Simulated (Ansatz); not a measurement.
Runs of Ansatz 0.2.0 on AgRh. The structure is hexagonal, space group P-6m2 (No. 187). The conventional cell has a = 2.778 Å, b = 2.778 Å, c = 4.809 Å, α = 90.00°, β = 90.00°, γ = 120.00°. Around Ag (site symmetry -6m2) lie 6 Ag at 2.78 Å and 6 Rh at 2.89 Å. Rh (site symmetry -6m2) has 6 Rh at 2.78 Å and 6 Ag at 2.89 Å as nearest neighbours. The cell comes from a database or a generator and needn't be the stable form of this composition.

| task | level | potentials or basis | cell | k mesh | cutoff (eV) | points for each segment of the path | mesh quality | gap on the mesh (eV) | pressure (GPa) | relaxed volume (Å³/atom) |
| --- | --- | --- | --- | --- | --- | --- | --- | --- | --- | --- |
| relaxation of cell and atoms | LDA | Ansatz PAW | relaxed | 11 × 11 × 6 | 420 | - | not flagged | none | 0.0 | 14.59 |
| single point | r2SCAN50 | Ansatz PAW | as given | 6 × 6 × 3 | 500 | - | coarse | none | - | - |
| single point | HF | Ansatz PAW | as given | 6 × 6 × 3 | 420 | - | coarse | none | - | - |
| single point | PBE | Ansatz PAW | as given | 11 × 11 × 6 | 420 | - | not flagged | none | (a) | - |
| relaxation of cell and atoms | r2SCAN | Ansatz PAW | relaxed | 11 × 11 × 6 | 500 | - | not flagged | none | 0.0 | 15.39 |
| band structure | HSE03 | Ansatz PAW | as given | 6 × 6 × 3 | 420 | 4 | coarse | none | - | - |
| band structure | PBEsol | Ansatz PAW earlier set | as given | 11 × 11 × 6 | 540 | 14 | not flagged | none | -10.6 | - |

Alike in all rows: no spin polarisation; smearing fermi-dirac 0.05 eV.

**Question.** Estimate the missing entries.

**Answer.** (a) -2.3.

Caveats: some runs use coarse meshes; the PAW data sets come from PBE, with cores solved anew for the run's functional, which leaves a small shift of forces and pressure (some runs); the plane-wave basis is chosen anew once the cell has moved, so the energies of steps on either side of that aren't comparable (some runs); the potentials were made for another functional, which shifts forces and pressure (some runs).

A k mesh can miss the band edges, and the runs leave out spin-orbit coupling on Ag, Rh.

A gap of «none» marks a metal or a gap under the smearing width.

Not every run made on this cell is shown here.
